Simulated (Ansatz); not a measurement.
# Cd: an axial (c/a) deformation path

The task here is to estimate one member of a computed series from the others.

Computed with Ansatz 0.2.0 (DFT PBE, scalar-relativistic, plane waves, PAW, unless a step's input says otherwise).

## The structure to begin with

The structure is hexagonal, space group P6_3/mmc (No. 194). Conventional cell: a = 2.979 Å, b = 2.979 Å, c = 5.618 Å, α = 90.00°, β = 90.00°, γ = 120.00°. Around Cd (site symmetry -6m2) lie 12 Cd at 2.98 to 3.29 Å.

As a file:

```
CELL_PARAMETERS angstrom
2.97887 0.00000 0.00000
-1.48944 2.57978 0.00000
0.00000 0.00000 5.61765
ATOMIC_POSITIONS crystal
Cd 0.33333 0.66667 0.25000
Cd 0.66667 0.33333 0.75000
```

No relaxation comes first: the listed cell is the starting point.

Set-up of the first run:

The input, input.yaml:

```yaml
crystal:
  lattice:
    - [2.9788725081, 0.0, 0.0]
    - [-1.489436254, 2.5797792666, 0.0]
    - [0.0, 0.0, 5.61765]
  atoms:
    - { symbol: Cd, position: [0.3333333333, 0.6666666667, 0.25] }
    - { symbol: Cd, position: [0.6666666667, 0.3333333333, 0.75] }
basis:
  ecutwfc: 420
kpoints:
  mp_grid: { grid: [24, 24, 10] }
hamiltonian:
  xc: pbe
scf:
  occupations: { method: gaussian, width: 0.15 }
output:
  forces: true
  stress: true
  eigenvalues: true
  write_density: true
  write_potential: true
  elf: true
  volumetric_format: npy
```

Launch:

```
> ansatz run input.yaml --threads 1 --pin off --max-ram 2560MiB --backend cpu --events-out ev --progress --plain --runs-dir out
```

Steps of the session up to this table: Zero of the scan; At ρ = 0.850; At ρ = 1.200; Point ρ = 0.920; At ρ = 1.100; Point ρ = 0.960; ρ = 1.050; ρ = 0.800; At ρ = 1.300.

One table of the session follows, with a row left open; its other results are not shown here.

| ρ | ΔE (meV/atom) | pressure (GPa) |
| --- | --- | --- |
| 0.800 | 16.2 | 2.6 |
| 0.850 | 12.0 | 2.3 |
| 0.920 | 3.5 | 2.3 |
| 0.960 | ? | ? |
| 1.000 | 0.0 | 2.9 |
| 1.050 | 8.3 | 3.9 |
| 1.100 | 28.7 | 5.2 |
| 1.200 | 99.9 | 8.9 |
| 1.300 | 226.4 | 13.9 |

Estimate the missing values for ρ = 0.960.

Worked estimate for «ΔE (meV/atom)». A straight line through the neighbours (0.920, 3.5) and (1.000, 0.0) gives 3.5 + (0.0 − 3.5) × (0.960 − 0.920) / (1.000 − 0.920) = 1.8; a parabola fitted to 4 rows on both sides gives 0.4.

As computed: ΔE (meV/atom): 1.2; pressure (GPa): 2.5. In «ΔE (meV/atom)» the line misses by +0.6 and the parabola by -0.8.
